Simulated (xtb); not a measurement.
**GFN1-xTB run of C2H2BrClGe (SMILES C#[C][GeH]([Cl])[Br])**

Aim: a structure relaxation of C2H2BrClGe. 

The results are computed with xtb 6.7.1 later snapshot.

2 further runs of the same task are left out: 2 set aside as unsound or not needed.

### 1 The system as given

C2H2BrClGe has 7 atoms, charge 0, and is taken as a singlet. SMILES: `C#[C][GeH]([Cl])[Br]`. All atoms were displaced at random from a relaxed shape. The run starts from this shape.

Bond lengths: C1–C2 1.272 Å, C2–Ge3 1.905 Å, Ge3–Cl4 2.098 Å, Ge3–Br5 2.235 Å, C1–H6 1.059 Å, Ge3–H7 1.676 Å. Angles: C1–C2–Ge3 177.4°, C2–Ge3–Cl4 109.3°, C2–Ge3–Br5 107.0°, Cl4–Ge3–Br5 118.0°, C2–C1–H6 170.8°, C2–Ge3–H7 108.3°, Cl4–Ge3–H7 113.2°, Br5–Ge3–H7 100.3°.

### 2 A structure relaxation at GFN1-xTB

The input, input.inp:

```
$opt
   hessian=swart
$end
```

The input, coord:

```
$coord
     -1.861002287531     -0.303074275867      3.542045956215  c
     -0.762258826890     -0.169489536118      1.408847517692  c
      0.815681384433     -0.111115896128     -1.825588819956  ge
     -1.232838426445     -2.407019753981     -4.325469715701  cl
      1.368653043021      3.947014264722     -2.857417078524  br
     -2.630555457263     -0.136853965945      5.381599852232  h
      3.828547333969     -1.025346497961     -1.478899665132  h
$end
```

Started as:

```console
$ xtb coord --opt normal --gfn1 -I input.inp --uhf 0 > xtb.out 2> xtb.err
```

Q: Predict the results. Wanted: total energy at the end; dipole moment; HOMO energy; LUMO energy; HOMO–LUMO gap; dispersion energy.

**Answer.** As computed:

At GFN1-xTB:

| quantity | value |
| --- | --- |
| total energy at the end | -15.14378 Eh |
| dipole moment | 2.47 D |
| HOMO energy | -12.33 eV |
| LUMO energy | -6.46 eV |
| HOMO–LUMO gap | 5.87 eV |
| dispersion energy | -8.45 kJ/mol |

**Reading.** At the final geometry: Bond lengths: C1–C2 1.207 Å, C2–Ge3 1.889 Å, Ge3–Cl4 2.120 Å, Ge3–Br5 2.313 Å, C1–H6 1.061 Å, Ge3–H7 1.465 Å. Angles: C1–C2–Ge3 179.2°, C2–Ge3–Cl4 108.5°, C2–Ge3–Br5 108.0°, Cl4–Ge3–Br5 107.0°, C2–C1–H6 179.5°, C2–Ge3–H7 112.1°, Cl4–Ge3–H7 110.7°, Br5–Ge3–H7 110.4°. The optimisation took 12 steps and changed the energy by -0.657 eV.
